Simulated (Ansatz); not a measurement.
**RuH+ (triplet): from Hartree-Fock to the top rungs, def2-SVP**

One table from this session's results is given with a row withheld; the runs are named, their logs left out.

Method: def2-SVP, core rule «outside noble gas», up to 4 orbitals frozen; program: Ansatz 0.2.0, Gaussian basis.

Plan: UHF; CCSD(T) on ROHF; CCSD(T) on UHF; CISD; CCSDT(Q) on ROHF; CCSDT(Q) on UHF; CASSCF and MRCISD+Q, 8 electrons in 7 orbitals; CASSCF and NEVPT2, 8 electrons in 7 orbitals.

20 further runs of the same task are left out: 1 for a known fault of the program, 7 that didn't finish, 12 set aside as unsound or not needed.

### The system

The geometry is a PBE0/def2-TZVP stationary point (not a proven minimum) of the parent state, kept for this charge and spin. No spin-orbit coupling is included. Elements past krypton take def2 core potentials.

2 atoms, charge 1, spin multiplicity 3.

Atoms are counted from 1 here; the program's logs count them from 0.

Bond lengths: Ru1–H2 1.589 Å.

As a file:

```
Ru    0.00000    0.00000    0.00000
H     0.00000    0.00000    1.58920
```

Set-up of the first run:

File in.yaml:

```yaml
crystal:
  periodic: [false, false, false]
  atoms:
    - {symbol: Ru, position_ang: [0.000000, 0.000000, 0.000000]}
    - {symbol: H, position_ang: [0.000000, 0.000000, 1.589200]}
basis:
  gaussian: {orbitals: def2-SVP}
total_charge: 1
magnetization: {spin_polarized: true, initial_magnetization: 2}
hamiltonian: {xc: hf}
output: {orbitals: {seedname: orbitals}}
```

The run is started by

```console
$ ansatz run in.yaml --threads 1 --pin off --events-out ev --progress --plain --max-ram 2393MiB
```

Among the steps run: UHF; CCSD(T) on ROHF; CCSD(T) on UHF; CISD; CCSDT(Q) on ROHF; CCSDT(Q) on UHF; CASSCF and MRCISD+Q, 8 electrons in 7 orbitals; CASSCF and NEVPT2, 8 electrons in 7 orbitals.

One table of the session follows, with a row left open; its other results are not shown here.

| method | from RCCSDT(Q) (kJ/mol) |
| --- | --- |
| ROHF | +437.9 |
| UHF | +397.3 |
| RMP2 | +71.2 |
| UMP2 | +68.9 |
| CISD | +38.5 |
| RCCSD | +16.1 |
| UCCSD | +9.1 |
| RCCSD(T) | +3.1 |
| UCCSD(T) | -2.7 |
| RCCSDT | ? |
| UCCSDT | -5.9 |
| RCCSDT(Q) | 0 |
| UCCSDT(Q) | -6.6 |
| CASSCF valence | +322.2 |
| NEVPT2 valence | +58.3 |
| MRCISD valence | +16.0 |
| MRCISD+Q valence | +3.5 |

Estimate the missing values for RCCSDT.

**Answer.** from RCCSDT(Q) (kJ/mol): +0.8. In the column «from RCCSDT(Q) (kJ/mol)» it lies between RCCSDT(Q) (0) and RCCSD(T) (+3.1).

Limits of these values: Warnings: spin contamination; large T1 diagnostic. Restricted and unrestricted rows rest on different reference determinants; where their highest levels disagree by more than a few hundredths of an eV, they describe different states and don't form one ladder.
